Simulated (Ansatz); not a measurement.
Predict the output of the script below (Ansatz 0.2.0 through its Python package).

The script, `baso4.py`:
```python
'''DFPT phonons of BaSO4.'''

from pathlib import Path

import ansatz as az
import numpy as np

config = {
    'functional': 'PBEsol',
    'smearing': 'Fixed',
    'kgrid': (4, 4, 4),
}


def main() -> None:
    xtal = (
        az.Lattice.of([0.0, 3.69878, 3.69878], [3.69878, 0.0, 3.69878], [3.69878, 3.69878, 0.0])
        .atom('Ba', [0.5, 0.5, 0.5])
        .atom('S', [0.0, 0.0, 0.0])
        .atom('O', [0.11639, 0.11639, 0.11639])
        .atom('O', [0.65084, 0.11639, 0.11639])
        .atom('O', [0.11639, 0.65084, 0.11639])
        .atom('O', [0.11639, 0.11639, 0.65084])
    )

    setup = (
        xtal.calculation()
        .functional(config['functional'])
        .occupations(config['smearing'])
        .kpoints(*config['kgrid'])
        .phonons('dfpt', dielectric=True, lo_to_directions=[(1, 1, 1)])
    )
    res = setup.run(threads=1, backend='cpu', runs_dir='runs')
    ph = res.phonons

    print('Gamma modes (1/cm):', ' '.join(f'{w:.1f}' for w in ph.gamma_omega_inv_cm))
    print('in meV:', ' '.join(f'{w * 0.1239842:.2f}' for w in ph.gamma_omega_inv_cm))
    field = res.phonons_dielectric
    print('eps_inf diagonal:', np.round(np.diag(field.eps_inf), 3))
    for site, z in zip(res.lattice.sites, field.zstar_e):
        print(f'Born charge {site.symbol:2s}', np.round(np.diag(z), 3) + 0.0)
    rows = (Path(res.output_folder) / 'results' / 'optical_modes.tsv').read_text().splitlines()
    for line in rows:
        if not line.startswith('#'):
            print('  '.join(f'{float(v):.3f}' for v in line.split()[:8]))


if __name__ == '__main__':
    main()
```

```console
$ python baso4.py
DeckWarning: the atoms were moved onto the symmetric positions of the space group found under crystal.symmetry.tolerance 1.0e-5 (fractional; no operation is sought that the atoms, as they stand in a [...]
DeckWarning: basis.ecutwfc = 420 eV, auto-derived from the records' recommended cutoffs: set by Ba (normal level)
DeckWarning: phonons.dielectric: true without phonons.rigid_motions: the static dielectric tensor ε⁰ will be withheld (ε∞, Z* and the rows of modes are given); for a crystal or a slab, whose only [...]
Gamma modes (1/cm): -146.6 -146.6 -146.6 0.0 0.0 0.0 23.3 23.3 23.3 416.7 416.7 584.5 584.5 584.5 961.1 1085.0 1085.0 1085.0
in meV: -18.17 -18.17 -18.17 0.00 0.00 0.00 2.89 2.89 2.89 51.66 51.66 72.46 72.46 72.46 119.16 134.52 134.52 134.52
eps_inf diagonal: [2.689 2.689 2.689]
Born charge Ba [2.716 2.716 2.716]
Born charge S  [3.233 3.233 3.233]
Born charge O  [-1.487 -1.487 -1.487]
Born charge O  [-1.487 -1.487 -1.487]
Born charge O  [-1.487 -1.487 -1.487]
Born charge O  [-1.487 -1.487 -1.487]
0.000  0.000  0.000  -146.563  3.000  0.000  0.000  -0.000
0.000  0.000  0.000  23.306  3.000  9.993  0.144  0.000
0.000  0.000  0.000  416.670  2.000  0.000  0.000  -0.000
0.000  0.000  0.000  584.458  3.000  7.562  0.109  -0.000
0.000  0.000  0.000  961.084  1.000  0.000  0.000  0.000
0.000  0.000  0.000  1084.999  3.000  50.700  0.733  -0.000
0.577  0.577  0.577  -146.563  3.000  0.000  0.000  -0.000
0.577  0.577  0.577  23.306  2.000  6.662  0.096  -0.048
0.577  0.577  0.577  150.766  1.000  2.392  0.035  0.035
0.577  0.577  0.577  416.670  2.000  0.000  0.000  0.000
0.577  0.577  0.577  584.458  2.000  5.041  0.073  -0.036
0.577  0.577  0.577  599.773  1.000  2.110  0.030  0.030
0.577  0.577  0.577  961.084  1.000  0.000  0.000  -0.000
0.577  0.577  0.577  1084.999  2.000  33.800  0.488  -0.244
0.577  0.577  0.577  1146.831  1.000  18.249  0.264  0.264
```
(Warnings from the package without file and line, shortened.)

What to keep in mind:
- Total energies depend on the potentials; only differences at equal settings carry meaning. A total without «per atom» is that of the whole cell that was run.
- The cell isn't relaxed first, so the values belong to this volume.
- A negative frequency stands for an imaginary mode.
- The structure comes from a database of computed cells and needn't be a stable or known phase.
- The structure is taken as given; imaginary modes can come from an unrelaxed or unstable start.
- Wall time of the script: 93 s on 1 thread of Arm Neoverse V2 (shared host), peak memory 0.71 GiB.
